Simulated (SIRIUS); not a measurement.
The system is GaGe3.

```xyz
4
Lattice="0.0000 3.3872 3.3872 3.3872 0.0000 3.3872 3.3872 3.3872 0.0000" Properties=species:S:1:pos:R:3 pbc="T T T"
Ge    3.3872    3.3872    3.3872
Ge    5.0808    5.0808    5.0808
Ge    1.6936    1.6936    1.6936
Ga    0.0000    0.0000    0.0000
```

The cell comes from a database or a generator and needn't be the stable form of this composition.

- Program: SIRIUS 7.12.0
- Task: single point
- Functional: PBEsol
- Potentials or basis: all-electron FP-LAPW
- Cutoff: 167 eV
- Basis: apw+lo standard
- k mesh: 7 × 7 × 7
- Occupations: fermi-dirac, width 0.05 eV
- Spin: no spin polarisation

On this cell: largest force zero by symmetry; band gap on the k mesh none (metal or under the smearing width).

The same run follows on a disturbed copy (atoms moved at random):

```xyz
4
Lattice="0.0000 3.3872 3.3872 3.3872 0.0000 3.3872 3.3872 3.3872 0.0000" Properties=species:S:1:pos:R:3 pbc="T T T"
Ge    3.3730    3.3939    3.4160
Ge    5.0738    5.0998    5.1187
Ge    1.7175    1.6971    1.7076
Ga   -0.0238    0.0694   -0.0266
```

Q: What does the disturbed cell give?

A: The energy (extrapolated to zero smearing) moves by +1.9 meV/atom; largest force 0.157 eV/Å; band gap on the k mesh none (metal or under the smearing width).

Forces in eV/Å, atoms in the order of the input:
```
Ge   0.020  0.028 -0.026
Ge   0.008  0.018 -0.054
Ge  -0.074  0.062 -0.023
Ga   0.046 -0.109  0.104
```
